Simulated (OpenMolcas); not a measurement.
# Pd³⁺ among point charges: CASSCF and CASPT2 levels and susceptibility

How does a field of 6 point charges split the states of Pd³⁺, and what χT follows?

The numbers are computed with OpenMolcas 26.06 (state-averaged CASSCF and CASPT2, spin-orbit coupling by RASSI with atomic mean-field integrals), except any that are marked as measured or tabulated.

### Step 1. What is computed

```
Species                           : Pd³⁺ (palladium, Z = 46, 43 electrons)
Basis                             : ANO-RCC-VDZP [6s5p3d1f], 43 functions
Scalar Hamiltonian                : DKH2, point nucleus
Inactive shells                   : 1s 2s 2p 3s 3p 3d 4s 4p
Active space                      : 7 electrons in 5 orbitals (4d)
Some configurations of this space : 4d⁷
Orbitals                          : optimised for each spin and parity, averaged over all roots
```

Outer shells as boxes (Hund's rule):

4d7
```
4d [↑↓][↑↓][↑ ][↑ ][↑ ]
```

The ion sits among 6 point charges of -0.75 e arranged as an octahedron (Oh), 2.02 Å from the ion.

The work runs as a chain of OpenMolcas steps in one folder; each step below is one input file. Labels, J, g values, rates, χT and fits are worked out afterwards by a script from the matrices that RASSI stores. The input lists half of the charges; inversion (Group=XYZ) makes the rest.

### Step 2. One- and two-electron integrals

a.inp

```
&GATEWAY
Coord
1

Pd 0.0 0.0 0.0
Basis=ANO-RCC-VDZP
Group=XYZ
NoMove
AngMom=0.0 0.0 0.0
AMFI
XField
3 Angstrom 0
2.020000 0.000000 0.000000 -0.750000
0.000000 2.020000 0.000000 -0.750000
0.000000 0.000000 2.020000 -0.750000
&SEWARD
```

The run is started by

```
> OMP_NUM_THREADS=1 MOLCAS_MEM=1689 MOLCAS_PROJECT=a pymolcas a.inp > a.log
```

### Step 3. Reference wave functions, quartets of even parity, 10 roots

a.inp

```
&RASSCF
FileOrb=start.orb
Symmetry=1
Spin=4
nActEl=7 0 0
Inactive=9 9
Ras2=5 0
CIRoot=10 10 1
SDav=10
CIMx=300
Iter=120 100
PrWF=0.3
OrbListing=Nothing
MaxOrb=0
>>> COPY $Project.JobIph JOB001
```

start.orb holds the contracted functions of the basis, ordered by shell, or the orbitals of the step before.

### Step 4. Reference wave functions, doublets of even parity, 40 roots

a.inp

```
&RASSCF
FileOrb=start.orb
Symmetry=1
Spin=2
nActEl=7 0 0
Inactive=9 9
Ras2=5 0
CIRoot=40 40 1
SDav=40
CIMx=300
Iter=120 100
PrWF=0.3
OrbListing=Nothing
MaxOrb=0
>>> COPY $Project.JobIph JOB002
```

### Step 5. State interaction with spin-orbit coupling

a.inp

```
&RASSI
NrOfJobIphs=2 10 40
1 2 3 4 5 6 7 8 9 10
1 2 3 4 5 6 7 8 9 10 11 12 13 14 15 16 17 18 19 20 21 22 23 24 25 26 27
28 29 30 31 32 33 34 35 36 37 38 39 40
IphNames
JOB001
JOB002
EJob
SpinOrbit
DIPRint=1.0
SOCoupling=1000.0
Subsets=2
Property=9
'ANGMOM' 1 'ANGMOM' 2 'ANGMOM' 3 'MLTPL  1' 1 'MLTPL  1' 2 'MLTPL  1' 3
'AMFI' 1 'AMFI' 2 'AMFI' 3
SOProperty=3
'ANGMOM' 1 'ANGMOM' 2 'ANGMOM' 3
```

### Step 6. CASPT2: IPEA 0.25, imaginary shift 0.1 (closed shells correlated: 4s 4p)

a.inp

```
>>> COPY JOB001 $Project.JobIph
&CASPT2
Multistate=10 1 2 3 4 5 6 7 8 9 10
NoMult
Frozen=8 6
IPEA=0.25
Imaginary=0.1
MaxIter=60
WThr=0.0 0.3 0.05
PrWF=0.5
NoMix
>>> COPY JOB002 $Project.JobIph
&CASPT2
Multistate=40 1 2 3 4 5 6 7 8 9 10 11 12 13 14 15 16 17 18 19 20 21 22
23 24 25 26 27 28 29 30 31 32 33 34 35 36 37 38 39 40
NoMult
Frozen=8 6
IPEA=0.25
Imaginary=0.1
MaxIter=60
WThr=0.0 0.3 0.05
PrWF=0.5
NoMix
```

(Steps that only read results are left out.)

What does the calculation give? Wanted: spin-free ground state; first state of the same spin within the active space; lowest level; next level.

The runs gave:

```
                                            quantity                                                                        value
                                              method  SS-CASPT2, IPEA 0.25, imaginary shift 0.1 (closed shells correlated: 4s 4p)
                              spin-free ground state                                              4T1, 3-fold in its orbital part
first state of the same spin within the active space                                                             4T2 at 2440 cm⁻¹
                                        lowest level                                              2-fold Γ6, g = 4.96, 4.96, 4.96
                                          next level                                                                   586.4 cm⁻¹
                                         χT at 300 K                                                               4.15 cm³ K/mol
                           effective moment at 300 K                                                                      5.76 μB
```

Cost by method:

```
                                              method  time of its own steps  time with the reference
                                           A. CASSCF                   10 s                     10 s
B. SS-CASPT2, IPEA 0.25, imaginary shift 0.1, +4s 4p                  3.4 s                     14 s
```

Times are of one thread on a shared host.

**Reading.** The spin-free ground state (4T1) comes to 99 % from free-ion F terms and keeps the highest spin of the shell. χT at 300 K is 4.15, against 1.88 cm³ K/mol for the spin alone, so orbital moment adds to it. An active space of the d shell alone favours high spin; real ions in strong fields can be low spin. A ligand-field fit to the states below 45000 cm-1 gives 10Dq = 2863 cm-1, B = 860 cm-1 and C = 3703 cm-1 (C/B = 4.30), with a deviation of 400 cm-1. CASPT2 does not keep the components of a term degenerate, and the means are used. The field of point charges can differ much from that of real complexes. With metal d orbitals alone active, the gaps between spin states are rough; where two lie within a few thousand cm-1, their order is open. Point charges carry no covalency, so the field is a model and not that of real ligands.
